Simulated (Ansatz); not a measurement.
This script for Ansatz 0.2.0, Python API starts 6 runs on CH6FGeNO, SMILES C[O][GeH]([NH2])[F]. What input does the engine get in each?

`methods.py`
```python
from pathlib import Path

import ansatz
from ase import Atoms
import numpy as np


def main() -> None:
    atoms = Atoms(['C', 'O', 'Ge', 'N', 'F', 'H', 'H', 'H', 'H', 'H', 'H'], positions=[
        [-1.3988, 0.7164, -0.106],
        [-0.1628, 1.207, 0.2123],
        [0.9905, 0.0113, -0.4388],
        [1.2547, -1.4016, 0.7675],
        [2.5901, 0.7774, -0.6272],
        [-2.1862, 1.5033, 0.2775],
        [-1.5581, 0.7161, -1.2169],
        [-1.6256, -0.2073, 0.3434],
        [0.5679, -0.5098, -1.7637],
        [0.2484, -1.875, 0.8389],
        [1.3453, -0.9948, 1.7336],
    ])
    molecule = ansatz.Crystal.molecule_from_ase(atoms)

    job = molecule.calculation().basis(gaussian='def2-SVP')

    print('functional    E (Ha)        dipole (D)   HOMO (eV)  LUMO (eV)')
    for name in ['pbe', 'lda', 'pbe0', 'lc_wpbe', 'blyp', 'b3lyp']:
        summary = job.functional(name).forces().orbitals().run(threads=1, runs_dir='runs').report
        lines = Path(summary['orbitals_path']).read_text().splitlines()
        field_of = lambda key: [line.split('=')[1].strip() for line in lines if line.startswith(key)]
        orbitals = [(27.211386 * float(e), s, float(n)) for e, s, n in zip(field_of('Ene='), field_of('Spin='), field_of('Occup='))]
        homo = max(e for e, _, n in orbitals if n > 0.5)
        lumo = min(e for e, _, n in orbitals if n < 0.5)
        dipole = 4.803205 * np.linalg.norm(summary['charge_distribution']['dipole_moment_e_ang'])
        print(f'{name:10s} {summary["free_energy_ev"] / 27.211386246:14.6f} {dipole:9.3f} {homo:11.3f} {lumo:10.3f}')


if __name__ == '__main__':
    main()
```

Run 1:
```yaml
crystal:
  periodic: [false, false, false]
  atoms:
    - { symbol: C, position_ang: [-1.3988, 0.7164, -0.106] }
    - { symbol: O, position_ang: [-0.1628, 1.207, 0.2123] }
    - { symbol: Ge, position_ang: [0.9905, 0.0113, -0.4388] }
    - { symbol: "N", position_ang: [1.2547, -1.4016, 0.7675] }
    - { symbol: F, position_ang: [2.5901, 0.7774, -0.6272] }
    - { symbol: H, position_ang: [-2.1862, 1.5033, 0.2775] }
    - { symbol: H, position_ang: [-1.5581, 0.7161, -1.2169] }
    - { symbol: H, position_ang: [-1.6256, -0.2073, 0.3434] }
    - { symbol: H, position_ang: [0.5679, -0.5098, -1.7637] }
    - { symbol: H, position_ang: [0.2484, -1.875, 0.8389] }
    - { symbol: H, position_ang: [1.3453, -0.9948, 1.7336] }
basis:
  gaussian:
    orbitals: def2-SVP
hamiltonian:
  xc: pbe
output:
  orbitals: {}
  forces: true
```

Run 2, against run 1:
```diff
-  xc: pbe
+  xc: lda
```

Run 3, against run 1:
```diff
-  xc: pbe
+  xc: pbe0
```

Run 4, against run 1:
```diff
-  xc: pbe
+  xc: lc_wpbe
```

Run 5, against run 1:
```diff
-  xc: pbe
+  xc: blyp
```

Run 6, against run 1:
```diff
-  xc: pbe
+  xc: b3lyp
```

Output of `python methods.py`:
```text
functional    E (Ha)        dipole (D)   HOMO (eV)  LUMO (eV)
pbe          -2347.487340     3.494      -6.286     -0.601
lda          -2342.927016     3.666      -6.400     -0.817
pbe0         -2347.550549     3.791      -7.912      0.420
lc_wpbe      -2347.677918     3.868     -10.697      2.829
blyp         -2348.083080     3.441      -6.137     -0.566
b3lyp        -2348.144355     3.699      -7.602      0.076
```

Total energies depend on the basis set; only differences at equal settings carry meaning. The geometry is a force-field or estimated start, not a minimum of this method, and the basis set is short of its limit. A lower total doesn't mark the better method: functionals have no common bound, and MP2 and coupled cluster aren't variational. b3lyp holds the VWN-RPA fit, as in Gaussian; the form of ORCA and Turbomole is b3lyp5. Levels such as HOMO and LUMO are orbital energies: with these approximate functionals they aren't the ionisation energy and electron affinity, and their gap isn't the fundamental gap. Hardware and time: 52 s on 1 thread of Arm Neoverse N1, with other jobs on the host, peak memory 0.34 GiB.
